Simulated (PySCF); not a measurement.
# C2H6AlAs: the cost of one run

Computed with PySCF 2.14.0, with density-fitted response routines of our own, on a single molecule in the gas phase. Atoms are numbered from 0 throughout.

### 1 The starting structure

10 atoms, charge 0, multiplicity 1; geometry from: GFN2-xTB. The atoms were then displaced at random by about 0.01 Å, so the start is not that level's minimum.

Bonds of the start (Å): C0–C1 1.24, C1–Al2 1.97, Al2–As3 2.58, C0–H4 1.03, Al2–H5 1.56, Al2–H6 1.58, As3–H7 1.51, As3–H8 1.51, As3–H9 1.52.

### 2 Geometry optimisation at PBE0-D3(BJ)/def2-SVP

The job: settings as JSON, then the geometry in Å.

```
{"job": {"xc": "PBE0", "basis": "def2-SVP", "d3": "d3bj", "grid": 1, "shake": 0.01, "kind": "geom"}, "charge": 0, "multiplicity": 1}
C      1.732410    -2.110970     0.276150
C      1.406070    -0.939930     0.021930
Al     1.005000     0.942240    -0.380230
As    -1.541400     0.521570    -0.269660
H      1.967430    -3.093420     0.477900
H      1.140500     1.554570    -1.806120
H      0.963130     1.987830     0.798060
H     -2.581730    -0.559540    -0.430040
H     -1.393610     0.176760     1.189070
H     -2.647370     1.499950     0.101890
```

Command:

```
$ OMP_NUM_THREADS=1 python probes_run.py task.json out
```

This one command runs all jobs of the session in turn.

Q: Estimate the wall time and peak memory of this first job on 1 thread of Arm Neoverse V1, shared host.

About 46 s, with a peak of 0.45 GiB.
